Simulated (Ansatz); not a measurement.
# BrCl2HSn (built from SMILES Br.[Cl][Sn][Cl]): search for a transition state

Is there a first-order saddle for this insertion of a carbenoid, which should form Sn1–H4, Sn1–Br5 and break H4–Br5, and which two structures does it connect?

Computed with Ansatz 0.2.0, Gaussian basis. Level: PBE0-D4, def2-SVP first, then def2-TZVP.

21 further runs of the same task are left out: 21 set aside as unsound or not needed.

## 1. The system as given

The guess: 5 atoms, charge 0, spin multiplicity 1.

Atoms are counted from 1 here; the program's logs count them from 0.

Bond lengths: Sn1–Cl2 2.363 Å, Sn1–Cl3 2.533 Å, Sn1–H4 1.881 Å. Angles: Cl2–Sn1–Cl3 97.6°, Cl2–Sn1–H4 99.6°, Cl3–Sn1–H4 41.1°.

Geometry (Å):

```
Sn    0.6671    1.0077    0.4532
Cl   -0.4564    0.3167    2.4143
Cl    1.3311   -1.2916   -0.3780
H     0.0411   -0.3014   -0.7442
Br   -1.5829    0.2686   -1.7452
```

Distances that are to change: Sn1–H4 1.88 Å, Sn1–Br5 3.23 Å, H4–Br5 1.99 Å.

## 2. Relaxing the guess with the reacting distances held

File hold/in.yaml:

```yaml
crystal:
  periodic: [false, false, false]
  atoms:
    - {symbol: Sn, position_ang: [0.667100, 1.007700, 0.453200]}
    - {symbol: Cl, position_ang: [-0.456400, 0.316700, 2.414300]}
    - {symbol: Cl, position_ang: [1.331100, -1.291600, -0.378000]}
    - {symbol: H, position_ang: [0.041100, -0.301400, -0.744200]}
    - {symbol: Br, position_ang: [-1.582900, 0.268600, -1.745200]}
basis:
  gaussian: {orbitals: def2-SVP}
hamiltonian: {xc: pbe0, dispersion: d4}
relax: {f_tol: 0.08, max_steps: 120, escape_saddle: false, constraints: [{distance: [0, 3]}, {distance: [0, 4]}, {distance: [3, 4]}]}
```

The command line of these runs was not kept.

The runs that follow: Saddle search in the small basis; Saddle search in triple zeta; Vibrations at the point found; Relaxing after a step of 0.30 Å one way along the mode; Relaxing after a step of 0.30 Å the other way along the mode.

**Question.** What will these runs give? Wanted: imaginary mode; barrier from the start side; barrier from the end side; energy of the step; pairs that change; zero-point energy at the saddle.

**Answer**, as computed:

| quantity | value |
| --- | --- |
| imaginary mode | 180i cm⁻¹ |
| barrier from the start side | 0.047 eV |
| barrier from the end side | 0.200 eV |
| energy of the step | -0.153 eV |
| pairs that change | Cl3–H4 formed, Sn1–Cl3 broken, H4–Br5 broken |
| zero-point energy at the saddle | 0.209 eV |

What this shows: One imaginary mode, 180i cm⁻¹, makes this a first-order saddle. The two relaxations don't end on the planned structures: the search found another step. At PBE0-D4/def2-TZVP the electronic barrier is 0.047 eV, about 2 kT at 298 K, and the step runs 0.153 eV downhill. A step off the saddle overshot and began above it in energy, so the link to its end is likely but not proven.
